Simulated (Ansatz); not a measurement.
# C₈H₁₆: a ladder of functionals and wavefunction methods

The task here is to estimate one member of a computed series from the others.

Method: functionals in def2-TZVPP, the program's frozen cores in correlated methods; program: Ansatz 0.2.0, Gaussian basis.

Levels to be run: PBE-D4, r2SCAN-D4, PBE0-D4, B3LYP-D4, ωB97X-V, ωB97M-V, B2PLYP; CCSD(T)/def2-TZVPP; MP2/def2-QZVPP; extrapolation to the limit.

## Structure used throughout

An earlier PBE0-D4 in a triple-zeta def2 set relaxation fixed the geometry.

SMILES `CCC1CCCCC1`, 24 atoms, charge 0, spin multiplicity 1.

Atoms are counted from 1 here; the program's logs count them from 0.

Bond lengths: C1–C2 1.520 Å, C1–H9 1.094 Å, C1–H10 1.092 Å, C1–H11 1.092 Å, C2–C3 1.524 Å, C2–H12 1.096 Å, C2–H13 1.097 Å, C3–C4 1.525 Å, C3–C8 1.526 Å, C3–H14 1.101 Å, C4–C5 1.522 Å, C4–H15 1.095 Å, C4–H16 1.099 Å, C5–C6 1.522 Å, C5–H17 1.094 Å, C5–H18 1.097 Å, C6–C7 1.521 Å, C6–H19 1.094 Å and more. Angles: C2–C1–H9 111.0°, C2–C1–H10 111.1°, C2–C1–H11 112.0°, H9–C1–H10 107.6°, H9–C1–H11 107.6°, H10–C1–H11 107.3°, C1–C2–C3 114.7°, C1–C2–H12 109.1°, C1–C2–H13 109.7°, C3–C2–H12 108.4°, C3–C2–H13 108.7°, H12–C2–H13 105.9°, C2–C3–C4 110.8°, C2–C3–C8 112.7°, C2–C3–H14 107.8°, C4–C3–C8 110.0°, C4–C3–H14 107.6°, C8–C3–H14 107.6° and more.

The first run:

in.yaml reads:

```yaml
crystal:
  periodic: [false, false, false]
  atoms:
    - {symbol: C, position_ang: [-1.933502, 1.670142, 1.590719]}
    - {symbol: C, position_ang: [-1.561750, 1.246442, 0.179619]}
    - {symbol: C, position_ang: [-0.587773, 0.076604, 0.100888]}
    - {symbol: C, position_ang: [-0.417857, -0.392341, -1.340741]}
    - {symbol: C, position_ang: [0.550589, -1.559669, -1.461886]}
    - {symbol: C, position_ang: [1.902116, -1.221823, -0.849902]}
    - {symbol: C, position_ang: [1.747599, -0.762767, 0.592351]}
    - {symbol: C, position_ang: [0.774018, 0.402085, 0.707445]}
    - {symbol: H, position_ang: [-2.348777, 0.830393, 2.155848]}
    - {symbol: H, position_ang: [-2.684437, 2.463478, 1.578355]}
    - {symbol: H, position_ang: [-1.071419, 2.047196, 2.145232]}
    - {symbol: H, position_ang: [-2.473459, 0.974040, -0.364543]}
    - {symbol: H, position_ang: [-1.132059, 2.099180, -0.361152]}
    - {symbol: H, position_ang: [-1.017440, -0.758932, 0.675093]}
    - {symbol: H, position_ang: [-1.393714, -0.662901, -1.757883]}
    - {symbol: H, position_ang: [-0.047214, 0.449454, -1.941585]}
    - {symbol: H, position_ang: [0.667431, -1.847108, -2.511228]}
    - {symbol: H, position_ang: [0.129907, -2.431854, -0.945513]}
    - {symbol: H, position_ang: [2.573700, -2.083844, -0.906570]}
    - {symbol: H, position_ang: [2.371967, -0.420602, -1.434528]}
    - {symbol: H, position_ang: [2.719671, -0.483573, 1.010120]}
    - {symbol: H, position_ang: [1.378409, -1.599992, 1.198271]}
    - {symbol: H, position_ang: [0.665354, 0.690855, 1.756564]}
    - {symbol: H, position_ang: [1.188639, 1.275528, 0.185015]}
basis:
  gaussian: {orbitals: def2-TZVPP}
hamiltonian: {xc: pbe, dispersion: d4}
output: {forces: true, orbitals: {seedname: orbitals}}
```

Run with:

```bash
$ ansatz run in.yaml --threads 5 --pin off --events-out ev --progress --plain --max-ram 66560MiB --backend cuda --devices 0, --max-vram 37GiB
```

Among the steps run: PBE-D4 (GGA); r2SCAN-D4 (meta-GGA); PBE0-D4 (hybrid); B3LYP-D4 (hybrid); ωB97X-V (range-separated); ωB97M-V (range-separated); B2PLYP (double hybrid); CCSD(T) in def2-TZVPP; MP2 in def2-QZVPP.

One of the session's tables, all rows but one given; the rest of the session is left out.

It belongs to the step «Atomisation energies». 

```
            method  atomisation energy (kcal/mol)
            PBE-D4                         2398.9
         r2SCAN-D4                         2360.4
           PBE0-D4                         2376.9
          B3LYP-D4                         2354.6
           ωB97X-V                         2359.3
           ωB97M-V                         2361.3
            B2PLYP                         2331.1
     HF/def2-TZVPP                              ?
    MP2/def2-TZVPP                         2331.6
   CCSD/def2-TZVPP                         2279.3
CCSD(T)/def2-TZVPP                         2307.0
           MP2/CBS                         2378.6
       CCSD(T)/CBS                         2354.0
```

**Question.** Estimate the row for HF/def2-TZVPP.

The run gave: atomisation energy (kcal/mol): 1789.1. In the column «atomisation energy (kcal/mol)» it is the lowest.
